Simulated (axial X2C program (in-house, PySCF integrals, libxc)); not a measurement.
**A two-component session on SeCl: EOM-IP-CCSD levels**

Wanted for SeCl: EOM-IP-CCSD levels, at the two-component level.

Method: two-component X2C with atomic mean-field terms, Se dyall-acv3z, Cl dyall-av3z; program: an in-house X2C program for linear molecules on PySCF integrals.

All values are calculated.

## (1) Input

task.json

```json
{
 "zs": [
  34,
  17
 ],
 "q": 0,
 "bas": [
  "dyall-acv3z",
  "dyall-av3z"
 ],
 "r0": 2.15,
 "eom": "ip",
 "rq": -1,
 "thr": -2.0,
 "nmax": 95,
 "grid": [
  1,
  0.96,
  1.045,
  0.92,
  1.09,
  1.15
 ]
}
```

Keys: zs atomic numbers; q charge; bas basis sets; r0 starting distance in Å; eom kind of EOM run; thr threshold in hartree for freezing inner shells (an s shell follows its p shell); nmax most natural virtual spinors; grid distances as factors.

Run with:

```
$ python soeom.py task.json out
```

Nuclei are Gaussian, cores are contracted, and the Gaunt term is on.

## (2) EOM-IP-CCSD at 2.258 Å

Reference: the closed shell SeCl⁻; 14 electrons correlated, 92 virtual spinors; roots sought by Ω: 1/2: 4, 3/2: 3, 5/2: 1.

Output:

```text
two-component X2C + atomic mean field  HF
basis functions 180  fitting functions 961  grid points 5079
iter        total energy     max residual
   1      -2888.232814072     1.70e-01
   2      -2888.255447154     5.81e-03
   3      -2888.256150682     2.68e-03
   4      -2888.256234550     1.03e-03
   5      -2888.256256846     2.25e-04
   6      -2888.256261652     9.20e-05
   7      -2888.256262259     3.62e-05
   8      -2888.256262490     2.14e-05
   9      -2888.256262535     1.52e-05
  10      -2888.256262562     9.17e-06
  11      -2888.256262576     2.72e-06
  12      -2888.256262577     7.28e-07
converged
one-electron -4297.72110997  Coulomb 1389.74096272  exact exchange -114.76331327  xc functional 0.00000000  nuclear repulsion 135.45811688  atomic mean-field constant -0.97091894
correlated 14  virtual 242  natural virtual 92  E(MP2) -0.357796697  MP2 remainder -0.017355873
iter   CCSD correlation   residual
   1     -0.360764047   1.14e-01
   2     -0.369619742   3.88e-02
   3     -0.370667861   1.27e-02
   4     -0.370659723   4.41e-03
   5     -0.370677102   1.34e-03
   6     -0.370675686   4.44e-04
   7     -0.370676286   1.16e-04
   8     -0.370677285   3.94e-05
   9     -0.370676843   1.91e-05
  10     -0.370676869   1.24e-05
  11     -0.370676789   7.31e-06
  12     -0.370676868   3.10e-06
  13     -0.370676866   1.09e-06
(T) -0.016306574  T1 0.0139  D1 0.0272  max T2 0.087
EOM-IP-CCSD roots
2*Omega      energy/Eh   energy/eV  one-particle weight
    1       0.10170713      2.7676      0.938
    1       0.23668100      6.4404      0.917
    1       0.26011639      7.0781      0.917
    1       0.28176620      7.6672      0.002
    3       0.09352685      2.5450      0.940
    3       0.23357946      6.3560      0.917
    3       0.28286718      7.6972      0.001
    5       0.33027583      8.9873      0.000
```

T1 in the output is the amplitude norm over the root of the electron number; divide by √2 for the Lee–Taylor value.

```tsv
Ω	vertical IE (eV)	above lowest (cm⁻¹)	spinor	weight
3/2	2.545	0	81% Se pπ, 9% Cl pπ	0.94
1/2	2.768	1800	81% Se pπ, 9% Cl pπ	0.94
3/2	6.356	30740	85% Cl pπ, 10% Se pπ	0.92
1/2	6.440	31420	84% Cl pπ, 10% Se pπ	0.92
1/2	7.078	36560	61% Cl pσ, 27% Se pσ, 7% Se sσ	0.92
```

It took 8.5 s on 1 thread of Arm Neoverse V2, shared host; peak memory 0.91 GiB.

## (3) EOM-IP-CCSD at 2.168 Å

```tsv
Ω	vertical IE (eV)	above lowest (cm⁻¹)	spinor	weight
3/2	2.366	0	78% Se pπ, 10% Cl pπ, 7% Cl dπ	0.94
1/2	2.586	1780	78% Se pπ, 10% Cl pπ, 7% Cl dπ	0.94
3/2	6.569	33900	82% Cl pπ, 11% Se pπ	0.92
1/2	6.656	34600	82% Cl pπ, 12% Se pπ	0.92
1/2	7.256	39450	57% Cl pσ, 28% Se pσ, 9% Se sσ	0.92
```

Wall time 7.9 s (1 thread of Arm Neoverse V2, shared host); peak memory 0.91 GiB.

## (4) EOM-IP-CCSD at 2.360 Å

```tsv
Ω	vertical IE (eV)	above lowest (cm⁻¹)	spinor	weight
3/2	2.739	0	84% Se pπ, 8% Cl pπ	0.94
1/2	2.964	1810	83% Se pπ, 8% Cl pπ	0.93
3/2	6.141	27440	87% Cl pπ, 9% Se pπ	0.92
1/2	6.224	28110	86% Cl pπ, 9% Se pπ	0.92
1/2	6.852	33170	65% Cl pσ, 25% Se pσ	0.91
```

It took 9 s on 1 thread of Arm Neoverse V2, shared host; peak memory 0.91 GiB.

## (5) EOM-IP-CCSD at 2.077 Å

```tsv
Ω	vertical IE (eV)	above lowest (cm⁻¹)	spinor	weight
3/2	2.178	0	75% Se pπ, 10% Cl pπ, 8% Cl dπ	0.94
1/2	2.396	1750	75% Se pπ, 11% Cl pπ, 8% Cl dπ	0.94
3/2	6.810	37360	80% Cl pπ, 13% Se pπ	0.92
1/2	6.898	38070	80% Cl pπ, 13% Se pπ	0.92
1/2	7.404	42150	52% Cl pσ, 30% Se pσ, 11% Se sσ	0.92
```

Wall time 7.8 s (1 thread of Arm Neoverse V2, shared host); peak memory 0.91 GiB.

## (6) EOM-IP-CCSD at 2.461 Å

```tsv
Ω	vertical IE (eV)	above lowest (cm⁻¹)	spinor	weight
3/2	2.927	0	87% Se pπ, 7% Cl pπ	0.93
1/2	3.154	1820	85% Se pπ, 8% Cl pπ	0.93
3/2	5.944	24330	88% Cl pπ, 8% Se pπ	0.92
1/2	6.026	24990	88% Cl pπ, 8% Se pπ	0.92
1/2	6.609	29690	69% Cl pσ, 23% Se pσ	0.90
```

Run time: 9 s. Hardware: 1 thread of Arm Neoverse V2, shared host; peak memory 0.91 GiB.

## (7) EOM-IP-CCSD at 2.597 Å

```tsv
Ω	vertical IE (eV)	above lowest (cm⁻¹)	spinor	weight
3/2	3.177	0	89% Se pπ, 7% Cl pπ	0.92
1/2	3.401	1810	86% Se pπ, 7% Cl pπ	0.92
3/2	5.698	20330	90% Cl pπ, 7% Se pπ	0.91
1/2	5.776	20970	90% Cl pπ, 7% Se pπ	0.91
1/2	6.274	24980	72% Cl pσ, 21% Se pσ	0.90
```

Run time: 9.5 s. Hardware: 1 thread of Arm Neoverse V2, shared host; peak memory 0.91 GiB.

## (8) Curves of the states

Energies in eV from the lowest point of the lowest state; states are followed by energy order within each Ω.

```tsv
R (Å)	(1)Ω=3/2	(1)Ω=1/2	(2)Ω=3/2	(2)Ω=1/2	(3)Ω=1/2
2.077	0.0260	0.2433	4.6576	4.7462	5.2517
2.168	0.0000	0.2201	4.2036	4.2898	4.8906
2.258	0.1080	0.3306	3.9190	4.0034	4.6411
2.360	0.3346	0.5595	3.7365	3.8192	4.4473
2.461	0.6312	0.8574	3.6480	3.7293	4.3124
2.597	1.0874	1.3120	3.6086	3.6872	4.1850
```

Constants where the minimum is well bracketed (masses 79.917 and 34.969 u):

```tsv
state	Te (cm⁻¹)	Re (Å)	ωe (cm⁻¹)
(1)Ω=3/2	0	2.136	457
(1)Ω=1/2	1770	2.134	458
```

## (9) What came out

| quantity | value |
| --- | --- |
| lowest root at 2.258 Å | Ω = 3/2, 2.545 eV |
| next root led by one particle | Ω = 1/2, about 1800 cm⁻¹ higher |
| T1 of the reference | 0.010 |
| lowest state, Re and ωe | 2.136 Å, 457 cm⁻¹ |

Removing an electron from the reference determinant of SeCl⁻ costs 2.54 eV and empties a spinor of 81% Se pπ, 9% Cl pπ. Errors of 0.1 to 0.3 eV are usual at this size, and roots led by higher excitations are left out, so the list is incomplete, and low states of that kind can be missing. The bond is 0.139 Å shorter than in the closed-shell reference at CCSD (2.275 Å).
